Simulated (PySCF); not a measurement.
# C3H8SiTe: the cost of one run

Computed with PySCF 2.14.0 and routines of our own; the level stands in each step. Atoms count from 0.

### 1 The starting structure

13 atoms, charge 0, multiplicity 1; geometry from: GFN2-xTB.

### 2 Optimising the geometry at PBE0-D3(BJ)/def2-SVP

The job: settings as JSON, then the geometry in Å.

```
{"job": {"xc": "PBE0", "basis": "def2-SVP", "d3": "d3bj", "grid": 1, "maxiter": 30, "shake": 0.01, "kind": "geom"}, "charge": 0, "multiplicity": 1}
Te     3.243590     0.536630     0.241040
Si     1.124060    -0.643760    -0.335110
C     -0.283360     0.557400     0.034210
C     -1.413660     0.622790    -0.882200
C     -1.596180     0.006200     0.462630
H      4.110440    -0.751330    -0.177670
H      1.090640    -1.041160    -1.742170
H      0.977620    -1.858520     0.450300
H      0.011290     1.510420     0.516660
H     -1.460150    -0.036330    -1.727460
H     -1.917510     1.576780    -1.055230
H     -2.150040     0.553030     1.228650
H     -1.730910    -1.049020     0.531020
```

Command:

```console
$ OMP_NUM_THREADS=1 python heavy_run.py task.json out
```

The driver reads the jobs from task.json and runs them one after another.

**Question.** How long does this first job take on 1 thread of Arm Neoverse V1, shared host, and how much memory does it need?

About 1.7 min, with a peak of 0.54 GiB.
